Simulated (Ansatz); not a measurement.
# GaO₂ radical: geometry and frequencies at several levels

The task, for GaO₂ radical: geometry and frequencies at several levels. Spin multiplicity 2.

Program: Ansatz 0.2.0. Level of theory: the levels named in each step. These are calculated values, not measurements.

### Step 1. The structure to begin with

Bond lengths: O1–O2 1.326 Å, O1–Ga3 2.055 Å, O2–Ga3 2.055 Å. Angles: O1–O2–Ga3 71.2°, O2–O1–Ga3 71.2°, O1–Ga3–O2 37.6°.

Structure file:

```xyz
3

O    -1.4050   -0.4931   -0.0074
O    -1.2412    0.8227   -0.0082
Ga    0.6072   -0.0756    0.0036
```

### Step 2. A rough first relaxation, PBE-D4/def2-SVP

input.yaml reads:

```yaml
crystal:
  periodic: [false, false, false]
  atoms:
    - { symbol: O, position_ang: [-1.40505, -0.49312, -0.00736] }
    - { symbol: O, position_ang: [-1.24118, 0.82268, -0.00824] }
    - { symbol: Ga, position_ang: [0.60723, -0.07562, 0.00358] }
magnetization:
  spin_polarized: true
  initial_magnetization: 1
basis:
  gaussian: { orbitals: def2-SVP }
hamiltonian:
  xc: pbe
  dispersion: d4
relax:
  f_tol: 0.03
  max_steps: 200
```

On the command line:

```console
$ ansatz run input.yaml --threads 2 --pin off --max-ram 5120MiB --backend cpu --events-out ev --progress --plain --runs-dir out
```

Further steps of the session: Relaxation, HF/STO-3G; Frequencies, HF/STO-3G; Relaxation, HF/def2-SVP; Frequencies, HF/def2-SVP; Relaxation, LDA/def2-SVP; Frequencies, LDA/def2-SVP; Relaxation, PBE-D4/def2-SVP; Frequencies, PBE-D4/def2-SVP; Relaxation, PBE0-D4/def2-TZVPP; Relaxation, MP2/def2-TZVPP; Frequencies, MP2/def2-TZVPP.

**Question.** What will these runs give? Wanted: O1–O2 at MP2/def2-TZVPP; O1–Ga3 at MP2/def2-TZVPP; O2–Ga3 at MP2/def2-TZVPP; frequencies at MP2/def2-TZVPP.

**Answer**, as computed:

```
                     quantity             value
      O1–O2 at MP2/def2-TZVPP           1.367 Å
     O1–Ga3 at MP2/def2-TZVPP           2.038 Å
     O2–Ga3 at MP2/def2-TZVPP           2.038 Å
frequencies at MP2/def2-TZVPP  427 to 1939 cm⁻¹
```

The O1–O2 distance spreads over 0.103 Å, from HF/def2-SVP (shortest) to HF/STO-3G. No mode is imaginary, so the geometry is a minimum. <S²> exceeds the pure value by up to 1.02: some mean fields break spin symmetry, which blurs their results.
